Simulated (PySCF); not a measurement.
# [Nd(H2O)3]3+: from a template to the relaxed complex

Aim: find the relaxed shape of [Nd(H2O)3]3+, test it by its vibrations, and read charges and levels. It is a constructed species; whether it can be made isn't addressed.

Program: PySCF 2.14.0. Level of theory: PBE, Nd lcecp-1-SVP with ECP49, O def2-SVP, H def2-SVP; scalar-relativistic core potentials, no spin–orbit coupling. These are calculated values, not measurements.

3 further runs of the same task are left out: 2 for a known fault of the program, 1 that didn't finish.

**1. Where the work starts**

10 atoms, charge 3, spin multiplicity 1.

Bond lengths: Nd1–O2 2.522 Å, Nd1–O5 2.522 Å, Nd1–O8 2.522 Å, O2–H3 0.970 Å, O2–H4 0.970 Å, O5–H6 0.970 Å, O5–H7 0.970 Å, O8–H9 0.970 Å, O8–H10 0.970 Å. Angles: O2–Nd1–O5 120.0°, O2–Nd1–O8 120.0°, O5–Nd1–O8 120.0°, Nd1–O2–H3 127.5°, Nd1–O2–H4 127.5°, H3–O2–H4 105.1°, Nd1–O5–H6 127.5°, Nd1–O5–H7 127.5°, H6–O5–H7 105.1°, Nd1–O8–H9 127.5°, Nd1–O8–H10 127.5°, H9–O8–H10 105.1°.

Geometry (Å):

```
atom    x (Å)    y (Å)    z (Å)
 Nd1   0.0000   0.0000   0.0000
  O2   2.5225   0.0000   0.0000
  H3   3.1125   0.0000   0.7700
  H4   3.1125   0.0000  -0.7700
  O5  -1.2612   2.1845   0.0000
  H6  -1.5562   2.6955   0.7700
  H7  -1.5562   2.6955  -0.7700
  O8  -1.2613  -2.1845   0.0000
  H9  -1.5563  -2.6955   0.7700
 H10  -1.5563  -2.6955  -0.7700
```

Formal oxidation states: Nd +3. Each metal's 3 4f electrons lie in its core potential, so multiplicities, spins and levels count the valence alone.

**2. SCF at the start, singlet**

Contents of run.py (the lines that set the calculation):

```python
mol = gto.M(atom='''
Nd     0.00000     0.00000     0.00000
O      2.52250     0.00000     0.00000
H      3.11250     0.00000     0.77000
H      3.11250     0.00000    -0.77000
O     -1.26120     2.18450     0.00000
H     -1.55620     2.69550     0.77000
H     -1.55620     2.69550    -0.77000
O     -1.26130    -2.18450     0.00000
H     -1.55630    -2.69550     0.77000
H     -1.55630    -2.69550    -0.77000''',
    basis={'Nd': 'lcecp-1-SVP', 'O': 'def2-SVP', 'H': 'def2-SVP'},
    ecp={'Nd': 'lcecp-1-SVP'},
    charge=3, spin=0)
mf = dft.RKS(mol, xc='PBE')
mf.grids.atom_grid = (50, 194)  # f atoms: unpruned, at least (60, 302)
mf = mf.density_fit()  # fitting sets: Nd AutoAux, O def2-universal-JKFIT, H def2-universal-JKFIT
mf.conv_tol = 1e-08; mf.max_cycle = 55
mf.kernel(dm0)  # dm0: free metal ions and neutral atoms
```

Launch:

```console
> OMP_NUM_THREADS=2 python run.py
```

Standard output:

```text
init E= -252.982473817044
  HOMO = -1.27616909222609  LUMO = -0.691754097458847  gap/eV = 15.90274
cycle= 1 E= -259.443535915828  delta_E= -6.46  |g|= 3.47  |ddm|= 3.11
  HOMO = -0.6416257303433  LUMO = -0.525876533942589  gap/eV = 3.14970
cycle= 2 E= -241.867285653565  delta_E= 17.6  |g|=  6.3  |ddm|= 8.61
  HOMO = -0.944928157186579  LUMO = -0.512707835814572  gap/eV = 11.76131
cycle= 3 E= -261.292749185215  delta_E= -19.4  |g|= 1.19  |ddm|= 8.49
  HOMO = -0.867646652079601  LUMO = -0.680730603570392  gap/eV = 5.08624
cycle= 4 E= -261.669743065907  delta_E= -0.377  |g|= 0.488  |ddm|= 1.75
  HOMO = -0.819594164924599  LUMO = -0.676424512722053  gap/eV = 3.89584
cycle= 5 E= -261.715047623936  delta_E= -0.0453  |g|= 0.0771  |ddm|= 0.302
  HOMO = -0.816841526455234  LUMO = -0.679839098456455  gap/eV = 3.72803
cycle= 6 E= -261.716150981776  delta_E= -0.0011  |g|= 0.0167  |ddm|= 0.0459
  HOMO = -0.816463681416867  LUMO = -0.681020455078333  gap/eV = 3.68560
cycle= 7 E= -261.716203725231  delta_E= -5.27e-05  |g|= 0.00297  |ddm|= 0.0143
  HOMO = -0.816150602233876  LUMO = -0.680879413017088  gap/eV = 3.68092
cycle= 8 E= -261.716205255287  delta_E= -1.53e-06  |g|= 0.000686  |ddm|= 0.00183
  HOMO = -0.816144781041265  LUMO = -0.680892508416806  gap/eV = 3.68040
cycle= 9 E= -261.716205346366  delta_E= -9.11e-08  |g|= 0.000153  |ddm|= 0.000529
  HOMO = -0.816141318400585  LUMO = -0.680912637853986  gap/eV = 3.67976
cycle= 10 E= -261.716205352397  delta_E= -6.03e-09  |g|= 1.91e-05  |ddm|= 0.000181
  HOMO = -0.816145883940572  LUMO = -0.680910168245082  gap/eV = 3.67995
Extra cycle  E= -261.716205352121  delta_E= 2.76e-10  |g|= 4.17e-05  |ddm|= 4.84e-05
converged SCF energy = -261.716205352121
```

Run time: 4.8 s. Hardware: 2 threads of Arm Neoverse V1, shared host; peak memory 0.66 GiB.

It gives: E = -261.716205 Eh, HOMO -22.21 eV, LUMO -18.53 eV, Mulliken charge on Nd1 +1.99 e. 

**3. Relaxation, singlet**

Steps are kept in the start's point group, D3h.

Contents of run.py (the lines that set the calculation):

```python
mol = gto.M(atom='''
Nd     0.00000     0.00000     0.00000
O      2.52247     0.00001     0.00000
H      3.11250     0.00001     0.77000
H      3.11250     0.00001    -0.77000
O     -1.26124     2.18452     0.00000
H     -1.55626     2.69550     0.77000
H     -1.55626     2.69550    -0.77000
O     -1.26123    -2.18453     0.00000
H     -1.55624    -2.69551     0.77000
H     -1.55624    -2.69551    -0.77000''',
    basis={'Nd': 'lcecp-1-SVP', 'O': 'def2-SVP', 'H': 'def2-SVP'},
    ecp={'Nd': 'lcecp-1-SVP'},
    charge=3, spin=0)
mf = dft.RKS(mol, xc='PBE')
mf.grids.atom_grid = (50, 194)  # f atoms: unpruned, at least (60, 302)
mf = mf.density_fit()  # fitting sets: Nd AutoAux, O def2-universal-JKFIT, H def2-universal-JKFIT
mf.conv_tol = 1e-08; mf.max_cycle = 55
mf.kernel(dm0)  # dm0: an SCF of this state at this start
# quasi-Newton relaxation in Cartesian coordinates to a largest gradient under 0.00045 Eh/bohr, steps kept in the point group
```

Launch:

```console
> OMP_NUM_THREADS=2 python run.py
```

The driver keeps no SCF log for this step, only its results.

Run time: 30 s. Hardware: 2 threads of Arm Neoverse V1, shared host.

Step by step:

```
step  energy from step 1 (eV)  largest force component (eV/Å)
   1                   0.0000                          2.5568
   2                  -0.2402                          0.8135
   3                  -0.3720                          0.3336
   4                  -0.4208                          0.4473
   5                  -0.4302                          0.1685
   6                  -0.4313                          0.0086
   7                  -0.4313                          0.0023
```

Distances of close pairs at the start and the end, largest changes first:

| bond | before (Å) | after (Å) | change (Å) |
| --- | --- | --- | --- |
| Nd1–O8 | 2.522 | 2.344 | -0.178 |
| Nd1–O5 | 2.522 | 2.344 | -0.178 |
| Nd1–O2 | 2.522 | 2.344 | -0.178 |
| O8–H9 | 0.970 | 0.998 | +0.028 |
| O8–H10 | 0.970 | 0.998 | +0.028 |
| O5–H6 | 0.970 | 0.998 | +0.028 |
| O5–H7 | 0.970 | 0.998 | +0.028 |
| O2–H3 | 0.970 | 0.998 | +0.028 |

It ends in D3h at E = -261.732056 Eh.

```
atom    x (Å)    y (Å)    z (Å)
 Nd1   0.0000   0.0000   0.0000
  O2   2.3443   0.0000   0.0000
  H3   2.9687   0.0000   0.7783
  H4   2.9687   0.0000  -0.7783
  O5  -1.1722   2.0303   0.0000
  H6  -1.4844   2.5710   0.7783
  H7  -1.4844   2.5710  -0.7783
  O8  -1.1722  -2.0303   0.0000
  H9  -1.4844  -2.5710   0.7783
 H10  -1.4844  -2.5710  -0.7783
```

**4. Harmonic vibrations**

Contents of run.py (the lines that set the calculation):

```python
mol = gto.M(atom='''
Nd     0.00000     0.00000     0.00000
O      2.34435     0.00001     0.00000
H      2.96873     0.00001     0.77833
H      2.96873     0.00001    -0.77833
O     -1.17218     2.03026     0.00000
H     -1.48438     2.57099     0.77833
H     -1.48438     2.57099    -0.77833
O     -1.17216    -2.03027     0.00000
H     -1.48436    -2.57100     0.77833
H     -1.48436    -2.57100    -0.77833''',
    basis={'Nd': 'lcecp-1-SVP', 'O': 'def2-SVP', 'H': 'def2-SVP'},
    ecp={'Nd': 'lcecp-1-SVP'},
    charge=3, spin=0)
mf = dft.RKS(mol, xc='PBE')
mf.grids.atom_grid = (50, 194)  # f atoms: unpruned, at least (60, 302)
mf = mf.density_fit()  # fitting sets: Nd AutoAux, O def2-universal-JKFIT, H def2-universal-JKFIT
mf.conv_tol = 1e-10; mf.max_cycle = 55
mf.kernel(dm0)  # dm0: the density of the relaxed state
# Hessian and dipole derivatives by central differences of gradients, 0.02 bohr
```

Launch:

```console
> OMP_NUM_THREADS=2 python run.py
```

No log is kept here; the results follow.

It took 46 s on 2 threads of Arm Neoverse V1, shared host.

Point group D3h; negative numbers are unstable modes, and those under 60 cm⁻¹ are near the numerical noise:

```
cm⁻¹  km/mol  symmetry
-218     0.0      a1''
-209     0.0       e''
-209     0.0       e''
 -59     7.2      a2''
  50     4.5        e'
  50     4.5        e'
 379     0.0       a1'
 389    29.9        e'
 389    29.9        e'
 591     0.0       e''
 591     0.0       e''
 600     0.0       a2'
 605   257.1      a2''
 629   542.6        e'
 629   542.6        e'
1621   177.6        e'
1621   177.6        e'
1624     0.0       a1'
3442   869.3        e'
3442   869.3        e'
3461     0.0       a1'
3478     0.0       e''
3478     0.0       e''
3480  1167.2      a2''
```

**5. Displaced along the imaginary mode**

Steps are kept in the start's point group, D3.

Contents of run.py (the lines that set the calculation):

```python
mol = gto.M(atom='''
Nd     0.00000     0.00000     0.00000
O      2.34435     0.00001     0.00000
H      2.96873    -0.24999     0.77833
H      2.96873     0.25001    -0.77833
O     -1.17218     2.03026     0.00000
H     -1.26787     2.69599     0.77833
H     -1.70088     2.44599    -0.77833
O     -1.17216    -2.03027     0.00000
H     -1.70086    -2.44601     0.77833
H     -1.26785    -2.69600    -0.77833''',
    basis={'Nd': 'lcecp-1-SVP', 'O': 'def2-SVP', 'H': 'def2-SVP'},
    ecp={'Nd': 'lcecp-1-SVP'},
    charge=3, spin=0)
mf = dft.RKS(mol, xc='PBE')
mf.grids.atom_grid = (50, 194)  # f atoms: unpruned, at least (60, 302)
mf = mf.density_fit()  # fitting sets: Nd AutoAux, O def2-universal-JKFIT, H def2-universal-JKFIT
mf.conv_tol = 1e-08; mf.max_cycle = 55
mf.kernel(dm0)  # dm0: an SCF of this state at this start
# quasi-Newton relaxation in Cartesian coordinates to a largest gradient under 0.00045 Eh/bohr, steps kept in the point group
```

Launch:

```console
> OMP_NUM_THREADS=2 python run.py
```

No log is kept here; the results follow.

Run time: 2 min. Hardware: 2 threads of Arm Neoverse V1, shared host.

Along the way:

```csv
step,energy from step 1 (eV),largest force component (eV/Å)
1,0.0000,1.0814
2,-0.1393,0.0759
3,-0.1487,0.0531
4,-0.1585,0.2481
5,-0.1642,0.3050
6,-0.1832,0.2720
7,-0.2072,0.0730
8,-0.2075,0.5971
9,-0.2311,0.1038
10,-0.2415,0.0962
11,-0.2413,0.4934
12,-0.2591,0.0260
13,-0.2640,0.0397
14,-0.2687,0.0861
15,-0.2720,0.1438
16,-0.2760,0.1421
17,-0.2810,0.0278
18,-0.2824,0.1931
19,-0.2849,0.0159
20,-0.2862,0.0291
21,-0.2867,0.1478
22,-0.2878,0.0207
23,-0.2883,0.0223
24,-0.2883,0.1287
25,-0.2891,0.0033
```

Distances of close pairs at the start and the end, largest changes first:

```
  bond  before (Å)  after (Å)  change (Å)
 O5–H7       1.029      0.998      -0.030
 O2–H4       1.029      0.998      -0.030
O8–H10       1.029      0.998      -0.030
 O2–H3       1.029      0.998      -0.030
 O8–H9       1.029      0.998      -0.030
 O5–H6       1.029      0.998      -0.030
Nd1–O8       2.344      2.327      -0.017
Nd1–O5       2.344      2.327      -0.017
```

It ends in D3 at E = -261.738772 Eh.

```
Nd    0.0000    0.0000    0.0000
O     2.3274    0.0000    0.0000
H     2.9508   -0.7718    0.1101
H     2.9507    0.7719   -0.1101
O    -1.1637    2.0155    0.0000
H    -0.8069    2.9413    0.1101
H    -2.1438    2.1695   -0.1101
O    -1.1637   -2.0156    0.0000
H    -2.1438   -2.1695    0.1101
H    -0.8069   -2.9413   -0.1101
```

**6. Frequencies and infrared intensities**

Contents of run.py (the lines that set the calculation):

```python
mol = gto.M(atom='''
Nd     0.00000     0.00000     0.00000
O      2.32736     0.00001     0.00000
H      2.95075    -0.77183     0.11013
H      2.95074     0.77185    -0.11013
O     -1.16369     2.01554     0.00000
H     -0.80695     2.94134     0.11013
H     -2.14381     2.16949    -0.11013
O     -1.16367    -2.01555     0.00000
H     -2.14380    -2.16951     0.11013
H     -0.80693    -2.94134    -0.11013''',
    basis={'Nd': 'lcecp-1-SVP', 'O': 'def2-SVP', 'H': 'def2-SVP'},
    ecp={'Nd': 'lcecp-1-SVP'},
    charge=3, spin=0)
mf = dft.RKS(mol, xc='PBE')
mf.grids.atom_grid = (50, 194)  # f atoms: unpruned, at least (60, 302)
mf = mf.density_fit()  # fitting sets: Nd AutoAux, O def2-universal-JKFIT, H def2-universal-JKFIT
mf.conv_tol = 1e-10; mf.max_cycle = 55
mf.kernel(dm0)  # dm0: the density of the relaxed state
# Hessian and dipole derivatives by central differences of gradients, 0.02 bohr
```

Launch:

```console
> OMP_NUM_THREADS=2 python run.py
```

No log is kept here; the results follow.

It took 51 s on 2 threads of Arm Neoverse V1, shared host.

Point group D3; negative numbers are unstable modes, and those under 60 cm⁻¹ are near the numerical noise:

```
cm⁻¹  km/mol  symmetry
 -16    10.5        a2
  79     6.0         e
  79     6.0         e
  92     0.0        a1
 114     0.1         e
 114     0.1         e
 380     0.0        a1
 397    20.5         e
 397    20.5         e
 582     0.1        a2
 616   112.5         e
 616   112.5         e
 635    14.7         e
 635    14.7         e
 656  1062.7        a2
1620   180.9         e
1620   180.9         e
1625     0.0        a1
3436   860.8         e
3436   860.8         e
3456     0.0        a1
3473    23.9        a2
3477   606.5         e
3477   606.5         e
```

**7. Charges, bond orders and levels**

Edit run.py (the lines that set the calculation) of step 6 so:

```diff
@@ -15,6 +15,5 @@
 mf = dft.RKS(mol, xc='PBE')
-mf.grids.atom_grid = (50, 194)  # f atoms: unpruned, at least (60, 302)
+mf.grids.atom_grid = (75, 302)  # f atoms: unpruned, at least (60, 302)
 mf = mf.density_fit()  # fitting sets: Nd AutoAux, O def2-universal-JKFIT, H def2-universal-JKFIT
-mf.conv_tol = 1e-10; mf.max_cycle = 55
+mf.conv_tol = 1e-09; mf.max_cycle = 55
 mf.kernel(dm0)  # dm0: the density of the relaxed state
-# Hessian and dipole derivatives by central differences of gradients, 0.02 bohr
```

Launch:

```console
> OMP_NUM_THREADS=2 python run.py
```

Standard output:

```text
init E= -261.738767200195
  HOMO = -0.847438907535344  LUMO = -0.648419289354814  gap/eV = 5.41560
cycle= 1 E= -261.738767200434  delta_E= -2.38e-10  |g|= 6.63e-06  |ddm|= 4.91e-05
  HOMO = -0.847437324235507  LUMO = -0.648419606356058  gap/eV = 5.41555
Extra cycle  E= -261.738767200406  delta_E= 2.79e-11  |g|= 1.34e-05  |ddm|= 1.3e-05
converged SCF energy = -261.738767200406
```

Run time: 13 s. Hardware: 2 threads of Arm Neoverse V1, shared host.

It gives: E = -261.738767 Eh, HOMO -23.06 eV, LUMO -17.64 eV, Mulliken charge on Nd1 +1.86 e, largest force component 0.005 eV/Å. 

Löwdin charges:

```
atom  value (e)
 Nd1       1.58
  O2       0.05
  H3       0.21
  H4       0.21
  O5       0.05
  H6       0.21
  H7       0.21
  O8       0.05
  H9       0.21
 H10       0.21
```

Mulliken charges: Nd1 +1.86, O2 -0.27, H3 +0.33, H4 +0.33, O5 -0.27, H6 +0.33, H7 +0.33, O8 -0.27, H9 +0.33, H10 +0.33 e.

Contacts (the nearest donor of each ligand) and Mayer bond orders:

| contact | distance (Å) | bond order |
| --- | --- | --- |
| Nd1–O2 (H2O) | 2.327 | 0.66 |
| Nd1–O5 (H2O) | 2.327 | 0.66 |
| Nd1–O8 (H2O) | 2.327 | 0.66 |

Mulliken populations of Nd1 outside the core potential: s 2.11, p 6.14, d 0.84, f 0.05.

The fields below are evaluated on a grid from the run's orbitals.

Frontier orbitals at PBE, with the share of their density that lies nearest to each atom:

| orbital | energy (eV) | lies on |
| --- | --- | --- |
| HOMO | -23.06 | O2, O5, O8 about 29 % each |
| LUMO | -17.64 | Nd1 91 % |

ELF in a plane through or near 10 of the atoms.

Ten even steps from ' ' (0.00) to '@' (0.98):
```
                                                        
                                                        
                                                        
                                                        
                ..                ::++**::              
            ==%%%%**..          --##@@@@##..            
            ++@@@@%%::          --**@@@@==              
            ::##%%%%++::      ..**##==++####**::        
        ==##%%%%..++##----%%##::==%%####@@@@%%==        
      ..++%%@@@@####==::##==++%%::..++==**%%**..        
          --++::..    ++@@**==@@**..                    
                      ..==**++--..                      
                        ::****++::                      
                      ::****--##++--..                  
                    ++%%@@%%++@@@@@@**..                
                  ..##%%@@%%==##@@@@**                  
                    --++##==  ..++++                    
                                                        
                                                        
                                                        
```
The map spans 11.2 Å across and 11.2 Å up, centred on the molecule. Atoms in the plane (x, y in Å): Nd1 (0.0, 0.0), O2 (1.9, 1.3), H3 (2.9, 1.0), H4 (2.0, 2.3), O5 (-2.1, 1.0), H6 (-2.3, 2.0), H7 (-3.0, 0.6), O8 (0.2, -2.3), H9 (-0.6, -3.0), H10 (1.0, -2.9).

On the surface of density 0.002 e/bohr³ the electrostatic potential runs, from the 1st to the 99th percentile, from 12.43 to 20.32 V.

**8. Results**

| quantity | value |
| --- | --- |
| state and point group | singlet in the valence, D3 |
| first geometry: modes | -218 to 3480 cm⁻¹, 4 unstable |
| first geometry: strongest infrared band (modes within 1.5 cm⁻¹ summed) | 3442 cm⁻¹ (1739 km/mol) |
| modes | -16 to 3477 cm⁻¹, none unstable |
| strongest infrared band (modes within 1.5 cm⁻¹ summed) | 3436 cm⁻¹ (1722 km/mol) |
| zero-point energy | 1.922 eV |
| metal–ligand contacts | 2.33 Å |
| frontier levels | HOMO -23.06 eV, LUMO -17.64 eV |
| dipole about the centre of mass | 0.00 D |
| mean polarisability | 5.6 Å³ |

At the first geometry 4 modes are unstable, so this structure is a saddle point; the molecule was then pushed along the lowest one and relaxed again. All modes are real within the noise of the softest ones, so a minimum is likely but not shown. The metal carries +1.58 e by Löwdin's partition against a formal +3, and bond orders to the nearest donors reach 0.66. Both measures hang on the basis. Leaving the first, D3h structure gained 0.18 eV and gave D3. One start shape was tried, so another isomer may lie lower. These are double-zeta-type bases without diffuse functions. Spin–orbit coupling is left out.
